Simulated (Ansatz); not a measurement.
# CuO: the cost of one run

Computed with Ansatz 0.2.0 (DFT LDA+U (U_eff = 4 eV on Cu d), plane waves, PAW, unless a step's input says otherwise).

### 1 The system as given

The structure is tetragonal, space group P4/nmm (No. 129). Conventional cell: a = 3.175 Å, b = 3.175 Å, c = 4.650 Å, α = 90.00°, β = 90.00°, γ = 90.00°. Cu (site symmetry -4m2) is surrounded by 4 O at 2.02 Å and 4 Cu at 2.25 Å. O (site symmetry 4mm) is surrounded by 4 Cu at 2.02 Å.

As a file:

```cif
data_structure
_symmetry_space_group_name_H-M 'P 1'
_symmetry_Int_Tables_number 1
_cell_length_a 3.1755
_cell_length_b 6.3510
_cell_length_c 4.6495
_cell_angle_alpha 90.000
_cell_angle_beta 90.000
_cell_angle_gamma 90.000
_cell_volume 93.77
loop_
_atom_site_label
_atom_site_type_symbol
_atom_site_fract_x
_atom_site_fract_y
_atom_site_fract_z
_atom_site_occupancy
Cu1 Cu 0.00000 0.00000 0.00000 1
Cu2 Cu 0.50000 0.25000 0.00000 1
O1 O 0.50000 0.00000 0.26700 1
O2 O 0.00000 0.25000 0.73300 1
Cu3 Cu 0.00000 0.50000 0.00000 1
Cu4 Cu 0.50000 0.75000 0.00000 1
O3 O 0.50000 0.50000 0.26700 1
O4 O 0.00000 0.75000 0.73300 1
```

Magnetic order typed: antiferromagnetic, doubled cell 0 1/2 0.

### 2 From atoms, symmetry kept, no search

input.yaml

```yaml
crystal:
  lattice:
    - [3.1754955, 0.0, 0.0]
    - [0.0, 6.350991, 0.0]
    - [0.0, 0.0, 4.64953187]
  atoms:
    - { symbol: Cu, position: [0.0, 0.0, 0.0], spin: 1.0 }
    - { symbol: Cu, position: [0.5, 0.25, 0.0], spin: 1.0 }
    - { symbol: O, position: [0.5, 0.0, 0.267] }
    - { symbol: O, position: [0.0, 0.25, 0.733] }
    - { symbol: Cu, position: [0.0, 0.5, 0.0], spin: -1.0 }
    - { symbol: Cu, position: [0.5, 0.75, 0.0], spin: -1.0 }
    - { symbol: O, position: [0.5, 0.5, 0.267] }
    - { symbol: O, position: [0.0, 0.75, 0.733] }
basis:
  ecutwfc: 420
  ecutrho_ratio: 4
kpoints:
  mp_grid: { grid: [6, 3, 4] }
hamiltonian:
  xc: lda
  hubbard:
    sites:
      - { site: 0, l: d, u_eff: 4.0 }
      - { site: 1, l: d, u_eff: 4.0 }
      - { site: 4, l: d, u_eff: 4.0 }
      - { site: 5, l: d, u_eff: 4.0 }
scf:
  occupations: { method: gaussian, width: 0.05 }
  lower_state_search: "off"
  max_iter: 150
output:
  forces: true
  stress: true
  eigenvalues: true
  populations: true
  hubbard:
    sites:
      - { site: 0, l: d }
      - { site: 1, l: d }
      - { site: 4, l: d }
      - { site: 5, l: d }
magnetization:
  spin_polarized: true
```

Launch:

```sh
> ansatz run input.yaml --threads 4 --pin off --max-ram 6144MiB --backend cpu --events-out ev --progress --plain --runs-dir out
```

Q: Estimate wall time and peak memory on 4 threads of Arm Neoverse N1, shared host.

About 61 s, with a peak of 0.64 GiB.
